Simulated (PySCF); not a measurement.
# C₄H₇NSi: electronic excitations and core binding energies

What electronic excitations and core binding energies should C₄H₇NSi (`[H]/N=C\CC#C[SiH3]`) show?

The runs use PySCF 2.14.0, with density-fitted response routines of our own; the level of theory stands in each step. All values are computed, except where a source is named. Atoms are numbered from 0 throughout.

### Step 1. The starting structure

13 atoms, charge 0, multiplicity 1; geometry from: GFN2-xTB.

Bonds of the start (Å): N0–C1 1.25, C1–C2 1.51, C2–C3 1.45, C3–C4 1.21, C4–Si5 1.85, N0–H6 1.02, C1–H7 1.09, C2–H8 1.10, C2–H9 1.10, Si5–H10 1.47, Si5–H11 1.47, Si5–H12 1.47.

### Step 2. Excited states and response: CAM-B3LYP/def2-SVPD

The job: settings as JSON, then the geometry in Å.

```
{"job": {"kind": "uv", "xc": "CAM-B3LYP", "basis": "def2-SVPD", "nstates": 8, "ntriplets": 3}, "charge": 0, "multiplicity": 1}
N     -1.969435     0.992593     1.269424
C     -2.351777     0.317733     0.289983
C     -1.522919    -0.431893    -0.730027
C     -0.100313    -0.335867    -0.477819
C      1.069097    -0.213421    -0.211300
Si     2.876270    -0.055604     0.129911
H     -0.956193     1.036667     1.388820
H     -3.425568     0.247187     0.131675
H     -1.752007    -0.028762    -1.723028
H     -1.833802    -1.482451    -0.721799
H      3.142500     1.332837     0.516193
H      3.597296    -0.404093    -1.097192
H      3.222463    -0.974438     1.217431
```

Method: TDDFT CAM-B3LYP/def2-SVPD, vertical, gas phase, core orbitals frozen in the response.

Started as:

```console
> OMP_NUM_THREADS=1 python probes_run.py task.json out
```

The driver reads the jobs from task.json and runs them one after another.

What it wrote:

```text
coarse grid: 11376 points
cycle   1  E = -500.3102111491  dE =  6.708e-01  |g| = 4.808e-01  |ddm| = 1.028e+01
cycle   2  E = -500.2812431992  dE =  2.897e-02  |g| = 6.398e-01  |ddm| = 3.404e+00
cycle   3  E = -500.3714860692  dE = -9.024e-02  |g| = 8.304e-02  |ddm| = 1.678e+00
cycle   4  E = -500.3729679969  dE = -1.482e-03  |g| = 4.240e-02  |ddm| = 2.090e-01
cycle   5  E = -500.3733825913  dE = -4.146e-04  |g| = 1.737e-02  |ddm| = 1.110e-01
cycle   6  E = -500.3734499089  dE = -6.732e-05  |g| = 3.224e-03  |ddm| = 4.162e-02
cycle   7  E = -500.3734531973  dE = -3.288e-06  |g| = 8.182e-04  |ddm| = 1.037e-02
final grid: 105360 points
cycle   8  E = -500.4505324867  dE = -1.977e-05  |g| = 2.022e-03  |ddm| = 1.052e-01
cycle   9  E = -500.4505330573  dE = -5.705e-07  |g| = 1.549e-03  |ddm| = 1.416e-02
cycle  10  E = -500.4505336461  dE = -5.888e-07  |g| = 1.617e-04  |ddm| = 4.453e-03
cycle  11  E = -500.4505336483  dE = -2.201e-09  |g| = 1.599e-04  |ddm| = 1.013e-03
cycle  12  E = -500.4505336538  dE = -5.554e-09  |g| = 1.812e-05  |ddm| = 3.550e-04
cycle  13  E = -500.4505336539  dE = -1.132e-10  |g| = 9.505e-06  |ddm| = 9.249e-05
converged SCF energy = -500.4505336539

Static polarisability (au): isotropic 80.737, principal 59.347 74.059 108.805

Singlet excitations
state   eV       nm        f      main configurations
  1   5.3492    231.8   0.00361   H->L 0.48, H->L+1 0.27, H->L+3 0.18
  2   6.0880    203.7   0.00045   H-1->L+1 0.30, H-1->L 0.17, H-1->L+2 0.17
  3   6.3512    195.2   0.00138   H-1->L+3 0.27, H-2->L+1 0.15, H-2->L 0.11
  4   6.3825    194.3   0.00256   H-2->L+3 0.38, H-2->L 0.13, H-2->L+1 0.12
  5   7.2470    171.1   0.04673   H->L+1 0.51, H->L 0.30
  6   7.4247    167.0   0.00435   H-1->L+2 0.60, H-1->L+1 0.14, H-1->L 0.13
  7   7.4734    165.9   0.01611   H->L+2 0.40, H-2->L+2 0.27, H-2->L+1 0.10
  8   7.5878    163.4   0.02374   H-1->L 0.39, H-1->L+1 0.24, H-1->L+3 0.23

Triplet excitations (Tamm-Dancoff, eV): 4.5101 5.1046 5.3202
```

It took 27 s on 1 thread of Arm Neoverse V1, shared host; peak memory 0.76 GiB.

The orbitals next to the gap, with their largest atomic shares:

```
orbital      eV                       atoms
 HOMO−3  -10.76    N0 46 %, C1 32 %, C2 7 %
 HOMO−2   -9.56    C3 35 %, C4 35 %, N0 9 %
 HOMO−1   -9.39    C4 38 %, C3 35 %, C2 8 %
   HOMO   -9.04    N0 55 %, C1 15 %, C2 9 %
   LUMO    0.96  C1 23 %, N0 18 %, Si5 11 %
 LUMO+1    0.98  C1 16 %, Si5 14 %, C4 14 %
 LUMO+2    1.04  Si5 42 %, C4 16 %, C3 12 %
```

With each of the 8 states as a Gaussian band of 0.4 eV half-width at 1/e, the curve within the window shown has maxima at 231 nm (ε 150), 168 nm (ε 3,200) L/(mol cm). Beyond the last state computed it falls off for lack of states. The curve at chosen wavelengths:

```csv
nm,ε (L/mol/cm)
157,962
161,2043
165,2984
169,3185
173,2576
178,1392
182,686
186,335
190,218
194,189
198,167
202,133
206,99
211,74
215,76
219,93
223,118
227,138
231,147
235,141
239,123
244,92
248,67
252,45
256,29
260,17
```

Further results of this job:

```
           property  computed
  dipole moment (D)      2.31
polarisability (Å³)     11.96
 HOMO–LUMO gap (eV)     10.01
      −ε(HOMO) (eV)      9.04
```

### Step 3. Core-electron binding energies: SCAN, X2C

Settings changed since step 2:

```diff
@@ -1,2 +1,2 @@
-{"job": {"kind": "uv", "xc": "CAM-B3LYP", "basis": "def2-SVPD", "nstates": 8, "ntriplets": 3}, "charge": 0, "multiplicity": 1}
+{"job": {"kind": "xps"}, "charge": 0, "multiplicity": 1}
 N     -1.969435     0.992593     1.269424
```

Method: delta-SCF UKS SCAN, pcX-2 on the ionised atom, pcseg-1 elsewhere, spin-free X2C.

What it wrote:

```text
ground state, core basis on atom 0 (N), 154 functions
  cycle   1  E = -501.22316624  |g| = 5.37e-01
  cycle   2  E = -501.09196063  |g| = 9.03e-01
  cycle   3  E = -501.27923110  |g| = 2.69e-01
  cycle   4  E = -501.29708817  |g| = 6.73e-02
  cycle   5  E = -501.29776813  |g| = 4.80e-02
  cycle   6  E = -501.29834384  |g| = 9.09e-03
  cycle   7  E = -501.29836407  |g| = 2.98e-03
  cycle   8  E = -501.29836752  |g| = 9.87e-04
  cycle   9  E = -501.29836822  |g| = 1.61e-04
  E(ground) = -501.33792778 Eh
hole in N 1s of atom 0
  cycle   1  E = -485.72273373  |g| = 1.85e+00
  cycle   2  E = -483.53964020  |g| = 2.47e+00
  cycle   3  E = -485.98267763  |g| = 8.42e-01
  cycle   4  E = -486.26868640  |g| = 5.65e-01
  cycle   5  E = -486.36180175  |g| = 3.56e-01
  cycle   6  E = -486.41848688  |g| = 1.52e-01
  cycle   7  E = -486.43005768  |g| = 1.88e-02
  cycle   8  E = -486.43023250  |g| = 7.72e-03
  cycle   9  E = -486.43027205  |g| = 2.59e-03
  cycle  10  E = -486.43027647  |g| = 1.13e-03
  cycle  11  E = -486.43027748  |g| = 5.88e-04
  cycle  12  E = -486.43027672  |g| = 2.17e-04
  E(ion) = -486.46936035 Eh   <S^2> = 0.7753   hole on atom = 1.000   binding energy = 404.594 eV
ground state, core basis on atom 1 (C), 154 functions
  cycle   1  E = -501.28889452  |g| = 5.83e-02
  cycle   2  E = -501.28866658  |g| = 3.72e-02
  cycle   3  E = -501.28849303  |g| = 4.58e-02
  cycle   4  E = -501.28897421  |g| = 4.97e-03
  cycle   5  E = -501.28898138  |g| = 2.15e-03
  cycle   6  E = -501.28898180  |g| = 4.79e-04
  E(ground) = -501.33022937 Eh
hole in C 1s of atom 1
  cycle   1  E = -489.98905546  |g| = 1.51e+00
  cycle   2  E = -487.45228848  |g| = 2.37e+00
  cycle   3  E = -490.18449882  |g| = 7.59e-01
  cycle   4  E = -490.35616629  |g| = 6.38e-01
  cycle   5  E = -490.53670687  |g| = 1.81e-01
  cycle   6  E = -490.54352282  |g| = 1.44e-01
  cycle   7  E = -490.55377664  |g| = 3.43e-02
  cycle   8  E = -490.55447477  |g| = 1.28e-02
  cycle   9  E = -490.55471140  |g| = 7.60e-03
  cycle  10  E = -490.55487888  |g| = 5.69e-03
  cycle  11  E = -490.55501095  |g| = 3.45e-03
  cycle  12  E = -490.55503381  |g| = 1.50e-03
  cycle  13  E = -490.55503562  |g| = 7.06e-04
  cycle  14  E = -490.55503569  |g| = 3.40e-04
  E(ion) = -490.59485023 Eh   <S^2> = 0.8383   hole on atom = 1.000   binding energy = 292.125 eV
ground state, core basis on atom 2 (C), 154 functions
  cycle   1  E = -501.28617663  |g| = 5.88e-02
  cycle   2  E = -501.28599859  |g| = 3.36e-02
  cycle   3  E = -501.28572685  |g| = 4.65e-02
  cycle   4  E = -501.28623557  |g| = 1.26e-02
  cycle   5  E = -501.28627218  |g| = 2.83e-03
  cycle   6  E = -501.28627419  |g| = 3.06e-04
  E(ground) = -501.32702026 Eh
hole in C 1s of atom 2
  cycle   1  E = -489.99513102  |g| = 1.51e+00
  cycle   2  E = -488.59941241  |g| = 2.23e+00
  cycle   3  E = -490.17092815  |g| = 8.72e-01
  cycle   4  E = -490.41899041  |g| = 5.25e-01
  cycle   5  E = -490.55424611  |g| = 1.12e-01
  cycle   6  E = -490.55593316  |g| = 9.15e-02
  cycle   7  E = -490.56004639  |g| = 1.41e-02
  cycle   8  E = -490.56015711  |g| = 6.38e-03
  cycle   9  E = -490.56019122  |g| = 2.48e-03
  cycle  10  E = -490.56020329  |g| = 1.68e-03
  cycle  11  E = -490.56021187  |g| = 1.04e-03
  cycle  12  E = -490.56021546  |g| = 6.18e-04
  cycle  13  E = -490.56021707  |g| = 3.34e-04
  E(ion) = -490.59998409 Eh   <S^2> = 0.7708   hole on atom = 1.000   binding energy = 291.898 eV
ground state, core basis on atom 3 (C), 154 functions
  cycle   1  E = -501.29006184  |g| = 5.91e-02
  cycle   2  E = -501.28974677  |g| = 4.04e-02
  cycle   3  E = -501.28931372  |g| = 5.71e-02
  cycle   4  E = -501.29013603  |g| = 1.06e-02
  cycle   5  E = -501.29016482  |g| = 2.36e-03
  cycle   6  E = -501.29016593  |g| = 2.83e-04
  E(ground) = -501.33204696 Eh
hole in C 1s of atom 3
  cycle   1  E = -490.03128446  |g| = 1.52e+00
  cycle   2  E = -487.55119507  |g| = 2.49e+00
  cycle   3  E = -490.25980153  |g| = 7.90e-01
  cycle   4  E = -490.40046328  |g| = 6.67e-01
  cycle   5  E = -490.59595917  |g| = 1.90e-01
  cycle   6  E = -490.61249933  |g| = 5.19e-02
  cycle   7  E = -490.61380003  |g| = 2.61e-02
  cycle   8  E = -490.61415956  |g| = 1.77e-02
  cycle   9  E = -490.61444095  |g| = 7.53e-03
  cycle  10  E = -490.61461094  |g| = 3.52e-03
  cycle  11  E = -490.61465294  |g| = 1.58e-03
  cycle  12  E = -490.61465619  |g| = 7.92e-04
  cycle  13  E = -490.61465675  |g| = 3.21e-04
  E(ion) = -490.65511816 Eh   <S^2> = 0.8459   hole on atom = 1.000   binding energy = 290.534 eV
ground state, core basis on atom 4 (C), 154 functions
  cycle   1  E = -501.28948292  |g| = 6.48e-02
  cycle   2  E = -501.28775138  |g| = 8.81e-02
  cycle   3  E = -501.28907771  |g| = 5.05e-02
  cycle   4  E = -501.28973053  |g| = 1.00e-02
  cycle   5  E = -501.28975356  |g| = 2.92e-03
  cycle   6  E = -501.28975698  |g| = 3.59e-04
  E(ground) = -501.33128028 Eh
hole in C 1s of atom 4
  cycle   1  E = -490.05242952  |g| = 1.51e+00
  cycle   2  E = -486.81228494  |g| = 2.59e+00
  cycle   3  E = -490.18870930  |g| = 9.16e-01
  cycle   4  E = -490.44522510  |g| = 6.34e-01
  cycle   5  E = -490.57964935  |g| = 3.35e-01
  cycle   6  E = -490.63588434  |g| = 5.18e-02
  cycle   7  E = -490.63746649  |g| = 1.54e-02
  cycle   8  E = -490.63775666  |g| = 1.09e-02
  cycle   9  E = -490.63788639  |g| = 9.16e-03
  cycle  10  E = -490.63800678  |g| = 4.06e-03
  cycle  11  E = -490.63804412  |g| = 2.06e-03
  cycle  12  E = -490.63804633  |g| = 7.90e-04
  cycle  13  E = -490.63804795  |g| = 3.30e-04
  E(ion) = -490.67805130 Eh   <S^2> = 0.8308   hole on atom = 1.000   binding energy = 289.889 eV
ground state, core basis on atom 5 (Si), 165 functions
  cycle   1  E = -501.37853845  |g| = 2.88e-01
  cycle   2  E = -501.37738259  |g| = 7.91e-02
  cycle   3  E = -501.36939359  |g| = 1.87e-01
  cycle   4  E = -501.37880280  |g| = 1.57e-02
  cycle   5  E = -501.37883884  |g| = 5.55e-03
  cycle   6  E = -501.37884482  |g| = 7.53e-04
  cycle   7  E = -501.37884457  |g| = 1.49e-04
  E(ground) = -501.37844849 Eh
hole in Si 1s of atom 5
  cycle   1  E = -432.44080615  |g| = 4.35e+00
  cycle   2  E = -430.13274918  |g| = 2.64e+00
  cycle   3  E = -416.78348932  |g| = 3.54e+00
  cycle   4  E = -433.26103935  |g| = 6.52e-01
  cycle   5  E = -433.25628401  |g| = 6.93e-01
  cycle   6  E = -433.47284497  |g| = 2.07e-01
  cycle   7  E = -433.49040173  |g| = 8.49e-02
  cycle   8  E = -433.49378741  |g| = 5.10e-02
  cycle   9  E = -433.49504988  |g| = 1.22e-02
  cycle  10  E = -433.49513059  |g| = 4.73e-03
  cycle  11  E = -433.49514303  |g| = 8.19e-04
  cycle  12  E = -433.49514312  |g| = 2.51e-04
  E(ion) = -433.50281902 Eh   <S^2> = 0.7523   hole on atom = 1.000   binding energy = 1846.990 eV
hole in Si 2p of atom 5
  cycle   1  E = -497.09892350  |g| = 1.23e+00
  cycle   2  E = -494.70784121  |g| = 1.80e+00
  cycle   3  E = -496.63158572  |g| = 1.13e+00
  cycle   4  E = -497.36337543  |g| = 2.77e-01
  cycle   5  E = -497.39498645  |g| = 2.11e-01
  cycle   6  E = -497.41242240  |g| = 1.25e-01
  cycle   7  E = -497.41947906  |g| = 4.38e-02
  cycle   8  E = -497.42042858  |g| = 7.34e-03
  cycle   9  E = -497.42045551  |g| = 2.37e-03
  cycle  10  E = -497.42045928  |g| = 1.07e-03
  cycle  11  E = -497.42045964  |g| = 3.22e-04
  E(ion) = -497.43082522 Eh   <S^2> = 0.7519   hole on atom = 1.003   binding energy = 107.420 eV
  2p3/2 = 107.197 eV   2p1/2 = 107.820 eV
```

Wall time 50 s (1 thread of Arm Neoverse V1, shared host); peak memory 0.57 GiB.

Binding energies by hole, beside the orbital energy of the ground state; the difference holds orbital relaxation and, for a density functional, its self-interaction error:

```
       hole  stands for               environment  ΔSCF (eV; 2p as the shell's mean)  −ε (eV)   ⟨S²⟩
  N1s on N0          N0            imine nitrogen                             404.59    385.7  0.775
  C1s on C1          C1                C=N carbon                             292.12    275.1  0.838
  C1s on C2          C2       propargylic sp3 CH2                             291.90    274.9  0.771
  C1s on C3          C3             alkyne carbon                             290.53    274.0  0.846
  C1s on C4          C4             alkyne carbon                             289.89    273.4  0.831
Si1s on Si5         Si5  silicon bonded to C, 3 H                            1846.99   1793.7  0.752
Si2p on Si5         Si5  silicon bonded to C, 3 H                             107.40     96.5  0.752
```

With the spin-orbit splitting: Si5 2p3/2 107.20, 2p1/2 107.82 eV. The table gives each 2p level as the mean over the whole 2p shell (two parts 2p3/2, one part 2p1/2), which differs a little from the single hole in the log.

### Step 4. What came out

| quantity | value |
| --- | --- |
| lowest singlet (CAM-B3LYP/def2-SVPD) | 5.35 eV (232 nm), f = 0.004 |
| brightest single state of those computed | state 5, 7.25 eV, f = 0.047 |
| lowest triplet | 4.51 eV |
| C1s binding energies, SCAN/pcX-2 | C1 292.12, C2 291.90, C3 290.53, C4 289.89 eV |
| N1s binding energies, SCAN/pcX-2 | N0 404.59 eV |
| Si1s binding energies, SCAN/pcX-2 | Si5 1846.99 eV |
| Si2p binding energies, SCAN/pcX-2 | Si5 107.40 eV |

The lowest singlet, at 5.35 eV, is HOMO→LUMO 0.48, HOMO→LUMO+1 0.27 and is weak; of the 8 states computed, the strongest absorption comes from state 5 at 7.25 eV. The lowest triplet lies 0.84 eV below the lowest singlet (triplets in Tamm-Dancoff, singlets in full TDDFT). The C1s levels kept as sound span 2.24 eV, from C4 (alkyne carbon) up to C1 (C=N carbon).
